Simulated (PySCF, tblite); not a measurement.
# C₅H₃FO₃S− (doublet): geometry, infrared bands and EPR parameters

Aim: predict the infrared bands and EPR parameters of C₅H₃FO₃S− (doublet) (`O=C1C(O[CH][O-])=CS[C@H]1F`).

Computed with tblite 0.8.0 and PySCF 2.14.0, with density-fitted response routines of our own, on a single molecule in the gas phase. Atoms are numbered from 0 throughout.

## (1) The starting structure

13 atoms, charge -1, multiplicity 2; geometry from: force field or distance geometry start.

Bonds of the start (Å): O0–C1 1.28, C1–C2 1.41, C2–O3 1.42, O3–C4 1.43, C4–O5 1.41, C2–C6 1.32, C6–S7 1.82, S7–C8 1.85, C8–F9 1.38, C8–C1 1.50, C4–H10 1.11, C6–H11 1.08, C8–H12 1.07.

## (2) Relaxing the molecule with GFN2-xTB

What the job is given:

```
{"job": {"kind": "relax", "xc": "GFN2-xTB", "basis": "xTB"}, "charge": -1, "multiplicity": 2}
O      0.331300    -1.915000    -1.040400
C      0.570900    -0.806700    -0.451200
C     -0.189400     0.367500    -0.597600
O     -1.578700     0.400200    -0.887700
C     -2.500000     0.198500     0.188400
O     -2.973000    -1.125700     0.055700
C      0.489700     1.493300    -0.469200
S      2.213200     1.019600    -0.112900
C      1.724600    -0.655900     0.494400
F      1.284900    -0.485600     1.788800
H     -2.035100     0.384000     1.176000
H      0.160700     2.518500    -0.532400
H      2.496500    -1.392000     0.370400
```

Command:

```sh
OMP_NUM_THREADS=1 python probes_run.py task.json out
```

The driver reads the jobs from task.json and runs them one after another.

**Question.** This job is followed by: GFN2-xTB harmonic vibrations, gas phase; UKS B3LYP, pcH-1 on C F H O S, non-relativistic, mean-field spin-orbit, GIAO. Predict these results of the whole session: strongest single infrared mode (GFN2-xTB); zero-point energy (GFN2-xTB); g(iso) (B3LYP); ⟨S²⟩; largest a(iso).

**Answer**, as computed:

| quantity | value |
| --- | --- |
| strongest single infrared mode (GFN2-xTB) | 1718 cm⁻¹, 1082 km/mol |
| zero-point energy (GFN2-xTB) | 44.4 kcal/mol |
| g(iso) (B3LYP) | 2.00373 |
| ⟨S²⟩ | 0.764 (exact 0.75) |
| largest a(iso) | 19F on F9, 351.9 MHz |

Relaxing lowered the energy by 3.113 eV in 99 steps; the close pair that moved most is C4–O5, from 1.412 to 1.211 Å. No mode is imaginary among the 33: a minimum at this level. The strongest single mode, at 1718 cm⁻¹, moves mainly C4 and O5. Unscaled tight-binding wavenumbers are off by several per cent, some by more. Its intensities can rank the bands wrongly. C6 carries the largest spin population, 0.53 e. The isotropic g lies 1.4 ppt above the free-electron value. The records flag this anion as possibly unbound in the gas phase, so the basis may hold the extra electron. These values are for one conformer; the search (at its own cheap level) found 2 more, at 0.51, 3.74 kcal/mol, and measured spectra average over such forms.
